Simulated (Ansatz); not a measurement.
**Alloy of AlAs and GaP (28 of 32 Al sites, 28 of 32 As sites exchanged), 64 atoms**

Wanted: the relaxed alloy cell and its gap (PBEsol).

All numbers are computed with Ansatz 0.2.0 (PAW, plane waves).

## (1) The starting cell

64 atoms (28 Ga, 4 Al, 28 P, 4 As); a = 10.934 Å, b = 10.934 Å, c = 10.934 Å, α = 90.00°, β = 90.00°, γ = 90.00°. All atoms were shaken off their sites by about 0.02 Å along each axis.

The runs, in order: (2) PBEsol cell relaxation at the single k point (¼, ¼, ¼), on 1 × NVIDIA GB300 Max-Q with 8 threads of Arm Neoverse-V2.

## (2) Relaxing cell and atoms with PBEsol

File in.yaml:

```yaml
crystal:
  lattice:
    - [10.933522, 0.000000, 0.000000]
    - [0.000000, 10.933522, 0.000000]
    - [0.000000, 0.000000, 10.933522]
  atoms:
    - { symbol: Ga, position: [0.000677, 0.000575, 0.001947] }
    - { symbol: Ga, position: [0.000549, 0.998077, 0.498047] }
    - { symbol: Ga, position: [0.998725, 0.500310, 0.999536] }
    - { symbol: Ga, position: [0.000026, 0.502237, 0.499184] }
    - { symbol: Ga, position: [0.499744, 0.999978, 0.000194] }
    - { symbol: Ga, position: [0.502061, 0.000695, 0.500236] }
    - { symbol: Ga, position: [0.500827, 0.497528, 0.501119] }
    - { symbol: Ga, position: [0.246887, 0.249212, 0.001130] }
    - { symbol: Ga, position: [0.249960, 0.745947, 0.004232] }
    - { symbol: Ga, position: [0.248557, 0.752977, 0.499717] }
    - { symbol: Ga, position: [0.749078, 0.249019, 0.999904] }
    - { symbol: Ga, position: [0.755249, 0.248720, 0.495919] }
    - { symbol: Ga, position: [0.749303, 0.748806, 0.002351] }
    - { symbol: Ga, position: [0.750304, 0.750116, 0.498933] }
    - { symbol: Ga, position: [0.252647, 0.997524, 0.253204] }
    - { symbol: Ga, position: [0.246204, 0.501117, 0.250543] }
    - { symbol: Ga, position: [0.250170, 0.500279, 0.746669] }
    - { symbol: Ga, position: [0.751388, 0.000297, 0.251453] }
    - { symbol: Ga, position: [0.753466, 0.001861, 0.749714] }
    - { symbol: Ga, position: [0.749284, 0.499968, 0.247300] }
    - { symbol: Ga, position: [0.749632, 0.504069, 0.750810] }
    - { symbol: Ga, position: [0.998730, 0.249883, 0.248312] }
    - { symbol: Ga, position: [0.998473, 0.749351, 0.248155] }
    - { symbol: Ga, position: [0.999020, 0.748332, 0.748146] }
    - { symbol: Ga, position: [0.499560, 0.250955, 0.249978] }
    - { symbol: Ga, position: [0.495498, 0.249627, 0.749129] }
    - { symbol: Ga, position: [0.499764, 0.750716, 0.250185] }
    - { symbol: Ga, position: [0.497813, 0.750934, 0.748227] }
    - { symbol: Al, position: [0.498853, 0.500075, 0.000780] }
    - { symbol: Al, position: [0.250152, 0.250428, 0.501060] }
    - { symbol: Al, position: [0.249787, 0.000828, 0.749607] }
    - { symbol: Al, position: [0.000885, 0.249332, 0.749012] }
    - { symbol: P, position: [0.122422, 0.124478, 0.123824] }
    - { symbol: P, position: [0.121275, 0.125585, 0.625825] }
    - { symbol: P, position: [0.122595, 0.624822, 0.125599] }
    - { symbol: P, position: [0.122093, 0.622176, 0.626683] }
    - { symbol: P, position: [0.626263, 0.122477, 0.623565] }
    - { symbol: P, position: [0.626944, 0.623099, 0.127226] }
    - { symbol: P, position: [0.623892, 0.623858, 0.625066] }
    - { symbol: P, position: [0.374713, 0.373887, 0.126813] }
    - { symbol: P, position: [0.371612, 0.374567, 0.627146] }
    - { symbol: P, position: [0.374692, 0.877679, 0.127762] }
    - { symbol: P, position: [0.372775, 0.873487, 0.621753] }
    - { symbol: P, position: [0.875178, 0.373510, 0.123173] }
    - { symbol: P, position: [0.875631, 0.375560, 0.625071] }
    - { symbol: P, position: [0.875347, 0.876017, 0.127570] }
    - { symbol: P, position: [0.874445, 0.873153, 0.623999] }
    - { symbol: P, position: [0.376423, 0.125096, 0.373479] }
    - { symbol: P, position: [0.376742, 0.624955, 0.377445] }
    - { symbol: P, position: [0.377083, 0.622204, 0.872403] }
    - { symbol: P, position: [0.873517, 0.626315, 0.374643] }
    - { symbol: P, position: [0.874157, 0.628147, 0.874019] }
    - { symbol: P, position: [0.123496, 0.376512, 0.375139] }
    - { symbol: P, position: [0.126853, 0.376177, 0.876709] }
    - { symbol: P, position: [0.123760, 0.877555, 0.377005] }
    - { symbol: P, position: [0.126618, 0.875375, 0.875408] }
    - { symbol: P, position: [0.626644, 0.375704, 0.377283] }
    - { symbol: P, position: [0.628688, 0.372435, 0.871070] }
    - { symbol: P, position: [0.625389, 0.874979, 0.376276] }
    - { symbol: P, position: [0.621884, 0.876540, 0.873185] }
    - { symbol: As, position: [0.627992, 0.124049, 0.128188] }
    - { symbol: As, position: [0.374185, 0.125632, 0.874518] }
    - { symbol: As, position: [0.876108, 0.127155, 0.373971] }
    - { symbol: As, position: [0.875985, 0.124262, 0.874649] }
  symmetry: { detect: false }
kpoints:
  mp_grid: { grid: [1, 1, 1], shift: [0.25, 0.25, 0.25] }
hamiltonian:
  xc: pbesol
scf:
  occupations: { method: fermi_dirac, width: 0.01 }
relax:
  f_tol: 0.03
  max_steps: 80
  escape_saddle: false
  adjacent_minimum: "off"
  cell: { fix: [shape] }
output:
  forces: true
  eigenvalues: true
  populations: true
```

Command:

```sh
$ ansatz run in.yaml --threads 8 --pin off --max-ram 118750MiB --runs-dir r --events-out ev --progress --plain --backend cuda --devices 0,
```

Before running it: what results should come out? Wanted: for each run, top filled to lowest empty.

As calculated:

```
             level         time  top filled to lowest empty (eV)
PBEsol, relaxation  8.3 s (GPU)                             1.90
```

```
     quantity                                                                         value
   relaxation                                              4 recorded steps, 0.78 eV gained
largest shift                                                                 0.13 Å (Ga12)
 relaxed cell  a = 10.938 Å, b = 10.938 Å, c = 10.938 Å, α = 90.00°, β = 90.00°, γ = 90.00°
   mean bonds                            Al–As 2.425, Al–P 2.366, As–Ga 2.423, Ga–P 2.360 Å
```

**In words.** The relaxation lowers the energy by 0.78 eV; the largest shift is 0.13 Å (Ga12), while the volume changes by +0.1 %. The mean lengths of the listed bonds run from Ga–P 2.36 Å to Al–As 2.43 Å. Spin–orbit coupling is left out, which matters for the band edges of the heavier elements here. With one k point the spacing samples only the states that fold onto it, so it can exceed the gap over the zone.
